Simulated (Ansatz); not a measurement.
# Ga4AsP3: the cell at several levels of theory

Cell and atoms of Ga4AsP3 as one 8-atom ordering (Pmm2) on the zincblende lattice are relaxed in turn with PBE and r2SCAN. This is a trial cell built on a prototype, not taken from a measured structure, and it needn't be the compound's ground state.

The runs shown are made with Ansatz 0.2.0. PAW datasets, plane waves, zero pressure. No spin polarisation and no zero-point or thermal motion; the cell was built from a prototype and may be hypothetical.

## Step 1: The system as given

This is the cell as the run starts from it, not yet at rest; its lengths are not the crystal's.

It is orthorhombic, Pmm2 (No. 25); conventional cell a = 3.733 Å, b = 7.466 Å, c = 5.279 Å, 18.39 Å³ an atom. Around P lie 4 Ga at 2.29 Å; around Ga lie 3 P at 2.29 Å and 1 As at 2.29 Å; around Ga lie 4 P at 2.29 Å; around As lie 4 Ga at 2.29 Å.

Coordinates:

```
P Ga As
1.0
     3.73306    0.00000    0.00000
     0.00000    7.46613    0.00000
     0.00000    0.00000    5.27935
P Ga As
3 4 1
Direct
  0.00000 0.25000 0.00000
  0.50000 0.00000 0.50000
  0.00000 0.75000 0.00000
  0.50000 0.25000 0.75000
  0.00000 0.00000 0.25000
  0.50000 0.75000 0.75000
  0.00000 0.50000 0.25000
  0.50000 0.50000 0.50000
```

## Step 2: Relaxing with PBE

input.yaml reads:

```yaml
crystal:
  lattice:
    - [3.7330631928, 0.0, 0.0]
    - [0.0, 7.4661263857, 0.0]
    - [0.0, 0.0, 5.2793485965]
  atoms:
    - { symbol: P, position: [0.0, 0.25, 0.0] }
    - { symbol: Ga, position: [0.5, 0.25, 0.75] }
    - { symbol: P, position: [0.5, 0.0, 0.5] }
    - { symbol: Ga, position: [0.0, 0.0, 0.25] }
    - { symbol: P, position: [0.0, 0.75, 0.0] }
    - { symbol: Ga, position: [0.5, 0.75, 0.75] }
    - { symbol: As, position: [0.5, 0.5, 0.5] }
    - { symbol: Ga, position: [0.0, 0.5, 0.25] }
kpoints:
  mp_grid: { grid: [6, 4, 4] }
hamiltonian:
  xc: pbe
scf:
  occupations: { method: fermi_dirac, width: 0.02 }
relax:
  f_tol: 0.005
  cell: {}
output:
  write_density: true
  write_potential: true
  elf: true
  volumetric_format: npy
```

On the command line:

```sh
$ ansatz run input.yaml --threads 4 --pin off --max-ram 6451MiB --backend cpu --events-out ev --progress --plain --runs-dir out
```

The runs that follow: r2SCAN: cell and atoms.

**Question.** What will these runs give? Wanted: for each run, a; b; c; volume; space group; SCF geometries.

The runs gave:

```
 level  a (Å)  b (Å)  c (Å)  volume (Å³/atom)  space group  SCF geometries
   PBE  3.936  7.870  5.559            21.530         Pmm2               9
r2SCAN  3.894  7.785  5.500            20.841         Pmm2               5
```

In words: From the start to the first minimum the volume moved by +17.1 %. The volume runs from r2SCAN (least) to PBE (most), a spread of 3.3 %, or 1.1 % in length if all axes shared it alike.
